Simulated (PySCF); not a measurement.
# ErF4 ([ErF4]-): the cost of one run

Programs: PySCF 2.14.0, with routines of our own; each step states its level. All values are computed. Atoms count from 0.

## (1) The starting structure

5 atoms, charge -1, states of the metal's open shell are computed; geometry from: model geometry, bond lengths from ionic radii.

## (2) Ligand-field states: state-averaged CASSCF

The job: settings as JSON, then the geometry in Å.

```
{"job": {"kind": "lf", "basis": {"metal": "x2c-TZVPall", "ligand": "x2c-SVPall"}, "nevpt": false}, "charge": -1, "metal": "Er", "open_shell": "f11"}
Er     0.000000     0.000000     0.000000
F      1.195115     1.195115     1.195115
F     -1.195115    -1.195115     1.195115
F     -1.195115     1.195115    -1.195115
F      1.195115    -1.195115    -1.195115
```

Method: state-averaged CASSCF of the metal f shell, state-interaction spin-orbit coupling.

The run is started by

```bash
OMP_NUM_THREADS=1 python lf_run.py task.json out
```

The driver reads the jobs from task.json and runs them one after another.

Q: Estimate the wall time and peak memory of this first job on 1 thread of Arm Neoverse N1, shared host.

About 33 s, with a peak of 0.42 GiB.
